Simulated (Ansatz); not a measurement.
Crystal: AlHg.

```
CELL_PARAMETERS angstrom
0.00000 3.06853 3.06853
3.06853 0.00000 3.06853
3.06853 3.06853 0.00000
ATOMIC_POSITIONS crystal
Al 0.00000 0.00000 0.00000
Hg 0.75000 0.75000 0.75000
```

The cell was built by a generator and needn't be a form met in nature.

Base run:

```yaml
Program: Ansatz 0.2.0
Functional: PBE
Potentials_or_basis: Ansatz PAW
Cutoff: "420 eV (not typed: the program's choice for these potentials)"
k_mesh: 6 × 6 × 6
Occupations: fermi-dirac, width 0.05 eV
Spin: no spin polarisation
```

Its results: band gap on the k mesh none (metal or under the smearing width); pressure -0.1 GPa.

Task: The run is repeated on the same cell with these changes: spin from no spin polarisation to spin-orbit coupling, no magnetisation; potential files from those of the base run to others of the same set. What comes out?

Result: Band gap on the k mesh none (metal or under the smearing width); pressure -0.8 GPa.

Caveats: spin-orbit coupling is left out, which moves the levels of the heavy elements (some runs).
